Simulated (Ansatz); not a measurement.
**C2HGe (doublet): the correlation ladder, cc-pVTZ**

Aim: climb from Hartree-Fock through coupled cluster for C2HGe (doublet) at one geometry and basis, and see what each rung misses.

The runs use Ansatz 0.2.0, Gaussian basis; cc-pVTZ, core rule «outside noble gas», up to 16 orbitals frozen.

Plan: UHF; CCSD(T) on ROHF; CCSD(T) on UHF; BCCD(T) on ROHF; CCSDT(Q) on ROHF; CCSDT(Q) on UHF.

5 further runs of the same task are left out: 5 set aside as unsound or not needed. Runs told in other sessions of the task aren't counted.

### 1 The geometry

The geometry is a PBE0/def2-TZVP stationary point (not a proven minimum). No spin-orbit coupling is included. The filled d shell of Ge may be among the frozen orbitals whatever the setting's name suggests.

4 atoms, charge 0, spin multiplicity 2.

Atoms are counted from 1 here; the program's logs count them from 0.

Bond lengths: C1–C2 1.219 Å, C1–H4 1.067 Å, C2–Ge3 1.900 Å. Angles: C2–C1–H4 180.0°, C1–C2–Ge3 180.0°.

### 2 UHF

File in.yaml:

```yaml
crystal:
  periodic: [false, false, false]
  atoms:
    - {symbol: C, position_ang: [0.000000, 0.000000, 0.818000]}
    - {symbol: C, position_ang: [0.000000, 0.000000, -0.401200]}
    - {symbol: Ge, position_ang: [0.000000, 0.000000, -2.301300]}
    - {symbol: H, position_ang: [0.000000, 0.000000, 1.884500]}
basis:
  gaussian: {orbitals: cc-pVTZ}
magnetization: {spin_polarized: true, initial_magnetization: 1}
hamiltonian: {xc: hf}
output: {orbitals: {seedname: orbitals}}
```

Started as:

```sh
> ansatz run in.yaml --threads 1 --pin off --events-out ev --progress --plain --max-ram 2560MiB --backend cpu
```

Further steps of the session: CCSD(T) on ROHF; CCSD(T) on UHF; BCCD(T) on ROHF; CCSDT(Q) on ROHF; CCSDT(Q) on UHF.

**Question.** What will the summary of the whole plan be? Wanted: UCCSDT(Q) from the RHF energy; RMP2 from UCCSDT(Q); UMP2 from UCCSDT(Q); RCCSD from UCCSDT(Q); RCCSD(T) from UCCSDT(Q); UCCSD(T) from UCCSDT(Q); RCCSDT(Q) from UCCSDT(Q); T1 diagnostic.

**Answer**, as computed:

```
                         quantity            value
    UCCSDT(Q) from the ROHF energy      -11.2665 eV
              RMP2 from UCCSDT(Q)  +26.65 kcal/mol
              UMP2 from UCCSDT(Q)  +32.24 kcal/mol
             RCCSD from UCCSDT(Q)  +15.21 kcal/mol
          RCCSD(T) from UCCSDT(Q)   +1.43 kcal/mol
          UCCSD(T) from UCCSDT(Q)   +1.58 kcal/mol
         RCCSDT(Q) from UCCSDT(Q)   +0.11 kcal/mol
levels within 1 kcal/mol (43 meV)        RCCSDT(Q)
                    T1 diagnostic            0.022
```

What this shows: RCCSD(T) lands +1.43 kcal/mol from the yardstick (0.6 % of the correlation energy). These misses are within one basis, not against nature; the frozen cores of restricted and unrestricted runs differ, which can shift their rows.
